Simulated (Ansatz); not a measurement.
# SrVO3 (Pm-3m): a single-point run

The task is a single-point run on SrVO3 (Pm-3m). The structure is shown as the input types it.

Computed with Ansatz 0.2.0 (DFT r2SCAN, scalar-relativistic, plane waves, PAW, unless a step's input says otherwise).

1 further run of the same task is left out (it didn't finish).

### Step 1. The starting structure

The structure is cubic, space group Pm-3m (No. 221). The conventional cell has a = 3.840 Å, b = 3.840 Å, c = 3.840 Å, α = 90.00°, β = 90.00°, γ = 90.00°. Sr (site symmetry m-3m) is surrounded by 12 O at 2.72 Å. V (site symmetry m-3m) has 6 O at 1.92 Å as nearest neighbours. O (site symmetry 4/mmm) has 2 V at 1.92 Å and 4 Sr at 2.72 Å as nearest neighbours.

Structure file:

```
Sr V O
1.0
     3.84038    0.00000    0.00000
     0.00000    3.84038    0.00000
     0.00000    0.00000    3.84038
Sr V O
1 1 3
Cartesian
  1.9202 1.9202 1.9202
  0.0000 0.0000 0.0000
  1.9202 0.0000 0.0000
  0.0000 1.9202 0.0000
  0.0000 0.0000 1.9202
```

### Step 2. The calculation

input.yaml

```yaml
crystal:
  lattice:
    - [3.8403766576, 0.0, 0.0]
    - [0.0, 3.8403766576, 0.0]
    - [0.0, 0.0, 3.8403766576]
  atoms:
    - { symbol: Sr, position: [0.5, 0.5, 0.5] }
    - { symbol: V, position: [0.0, 0.0, 0.0], spin: 1.0 }
    - { symbol: O, position: [0.5, 0.0, 0.0] }
    - { symbol: O, position: [0.0, 0.5, 0.0] }
    - { symbol: O, position: [0.0, 0.0, 0.5] }
basis:
  ecutwfc: 500
  ecutrho_ratio: 4
kpoints:
  mp_grid: { grid: [0, 8, 8] }
hamiltonian:
  xc: r2scan
scf:
  occupations: { method: gaussian, width: 0.05 }
  max_iter: 100
output:
  forces: true
  stress: true
magnetization:
  spin_polarized: true
```

The run is started by

```
$ ansatz run input.yaml --threads 4 --pin off --max-ram 7168MiB --backend cpu --events-out ev --progress --plain --runs-dir out
```

What happens when this is run?

The run ended at the input check. Its message: «invalid value for `kpoints.mp_grid.grid`: each dimension must be in 1..=255»

The suspect setting: kpoints.mp_grid.grid is [0, 8, 8]. The mesh can't be built from what was typed.

The cure: set kpoints.mp_grid.grid to [8, 8, 8].
